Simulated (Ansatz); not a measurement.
# AsH2+ (triplet): the correlation ladder at distance As1–H2 = 1.860 Å, cc-pVDZ

Aim: climb from Hartree-Fock through coupled cluster and multireference methods for AsH2+ (triplet) at one geometry and basis, and see what each rung misses.

Computed with Ansatz 0.2.0, Gaussian basis. Level: cc-pVDZ, core rule «outside noble gas», up to 14 orbitals frozen.

The runs, in order: UHF; CCSD(T) on ROHF; CCSD(T) on UHF; BCCD(T) on ROHF; CISD; CCSDT(Q) on ROHF; CCSDT(Q) on UHF; CASSCF and MRCISD+Q, 4 electrons in 4 orbitals; CASSCF and NEVPT2, 4 electrons in 4 orbitals; CASSCF and MRCISD+Q, 6 electrons in 6 orbitals; CASSCF and NEVPT2, 6 electrons in 6 orbitals; Full CI.

14 further runs of the same task are left out: 12 that didn't finish, 2 set aside as unsound or not needed.

## Step 1: The geometry

The geometry derives from a PBE0/def2-TZVP stationary point (not a proven minimum). One bond is set to the value named and the two fragments are kept rigid. No spin-orbit coupling is included. The filled d shell of As may be among the frozen orbitals whatever the setting's name suggests; the logs give the count.

3 atoms, charge 1, spin multiplicity 3.

Atoms are counted from 1 here; the program's logs count them from 0.

Bond lengths: As1–H3 1.511 Å.

## Step 2: UHF

Input file in.yaml:

```yaml
crystal:
  periodic: [false, false, false]
  atoms:
    - {symbol: As, position_ang: [0.000000, -0.021301, 0.004001]}
    - {symbol: H, position_ang: [0.000000, 0.875719, -1.625403]}
    - {symbol: H, position_ang: [0.000000, 0.707594, 1.328012]}
basis:
  gaussian: {orbitals: cc-pVDZ}
total_charge: 1
magnetization: {spin_polarized: true, initial_magnetization: 2}
hamiltonian: {xc: hf}
output: {orbitals: {seedname: orbitals}}
```

Command:

```bash
$ ansatz run in.yaml --threads 1 --pin off --events-out ev --progress --plain --max-ram 2393MiB
```

The runs that follow: CCSD(T) on ROHF; CCSD(T) on UHF; BCCD(T) on ROHF; CISD; CCSDT(Q) on ROHF; CCSDT(Q) on UHF; CASSCF and MRCISD+Q, 4 electrons in 4 orbitals; CASSCF and NEVPT2, 4 electrons in 4 orbitals; CASSCF and MRCISD+Q, 6 electrons in 6 orbitals; CASSCF and NEVPT2, 6 electrons in 6 orbitals; Full CI.

**Question.** What will the summary of the whole plan be? Wanted: FCI below the RHF energy; RMP2 from FCI; UMP2 from FCI; RCCSD from FCI; RCCSD(T) from FCI; UCCSD(T) from FCI; RCCSDT(Q) from FCI; UCCSDT(Q) from FCI; NEVPT2 pair from FCI.

As calculated:

| quantity | value |
| --- | --- |
| FCI below the RHF energy | -2.9348 eV |
| RMP2 from FCI | +71.9 kJ/mol |
| UMP2 from FCI | +74.2 kJ/mol |
| RCCSD from FCI | +9.2 kJ/mol |
| RCCSD(T) from FCI | +2.3 kJ/mol |
| UCCSD(T) from FCI | +1.5 kJ/mol |
| RCCSDT(Q) from FCI | 0.0 kJ/mol |
| UCCSDT(Q) from FCI | -0.9 kJ/mol |
| NEVPT2 pair from FCI | +56.2 kJ/mol |
| MRCISD+Q pair from FCI | -0.4 kJ/mol |
| NEVPT2 valence from FCI | +42.5 kJ/mol |
| levels within 1 kcal/mol (43 meV) | RCCSD(T), UCCSD(T), BCCD(T), RCCSDT, UCCSDT, RCCSDT(Q), UCCSDT(Q), MRCISD+Q pair, MRCISD+Q valence |
| T1 diagnostic | 0.021 |
| effectively unpaired electrons | 2.05 |

In words: RCCSD(T) misses by +2.3 kJ/mol, 0.8 % of the correlation energy. UCCSDT, UCCSDT(Q), MRCISD+Q pair fall below full CI: unrestricted runs freeze a spin-polarised core, another one than full CI's, and coupled cluster isn't variational. One determinant dominates. Of the multireference levels listed MRCISD+Q pair comes nearest in total energy (-0.4 kJ/mol), which doesn't show that its space is the better one. These misses are within one basis, not against nature; the frozen cores of restricted and unrestricted runs differ, which can shift their rows.
